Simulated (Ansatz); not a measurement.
# ScCu: the cost of one run

Method: DFT PBEsol, scalar-relativistic, plane waves, PAW, in Ansatz 0.2.0.

## Step 1: The structure to begin with

Symmetry: Pm-3m, No. 221, cubic system. The conventional cell has a = 3.256 Å, b = 3.256 Å, c = 3.256 Å, α = 90.00°, β = 90.00°, γ = 90.00°. Around Sc (site symmetry m-3m) lie 8 Cu at 2.82 Å. Cu (site symmetry m-3m) is surrounded by 8 Sc at 2.82 Å.

As a file:

```cif
data_structure
_symmetry_space_group_name_H-M 'Pm-3m'
_symmetry_Int_Tables_number 221
_cell_length_a 3.2560
_cell_length_b 3.2560
_cell_length_c 3.2560
_cell_angle_alpha 90.000
_cell_angle_beta 90.000
_cell_angle_gamma 90.000
_cell_volume 34.52
loop_
_atom_site_label
_atom_site_type_symbol
_atom_site_symmetry_multiplicity
_atom_site_Wyckoff_symbol
_atom_site_fract_x
_atom_site_fract_y
_atom_site_fract_z
_atom_site_occupancy
Sc1 Sc 1 b 0.50000 0.50000 0.50000 1
Cu1 Cu 1 a 0.00000 0.00000 0.00000 1
```

No relaxation comes first: the listed cell is the starting point.

## Step 2: Zero of energy

The reference gives a free energy of -8700.6731 eV, pressure -3.88 GPa, largest force 0.000 eV/Å and gap on the mesh none (metal). It was computed beforehand with the settings of the runs below.

## Step 3: The scan: a sublattice displacement scan

Every Sc atom is moved by x along the Cartesian unit vector (0.000, 0.000, 1.000); the cell and all other atoms stay fixed. Forces below are components along that vector, summed over the moved atoms.

## Step 4: At x = -0.100 Å

File input.yaml:

```yaml
crystal:
  lattice:
    - [3.256, 0.0, 0.0]
    - [0.0, 3.256, 0.0]
    - [0.0, 0.0, 3.256]
  atoms:
    - { symbol: Sc, position: [0.5, 0.5, 0.4692874693] }
    - { symbol: Cu, position: [0.0, 0.0, 0.0] }
basis:
  ecutwfc: 420
kpoints:
  mp_grid: { grid: [14, 14, 14] }
hamiltonian:
  xc: pbesol
scf:
  occupations: { method: gaussian, width: 0.15 }
output:
  forces: true
  stress: true
  eigenvalues: true
```

The run is started by

```
$ ansatz run input.yaml --threads 1 --pin off --max-ram 2560MiB --backend cpu --events-out ev --progress --plain --runs-dir out
```

What time and memory should one allow on 1 thread of Arm Neoverse V1, shared host?

About 15 s, with a peak of 0.47 GiB.
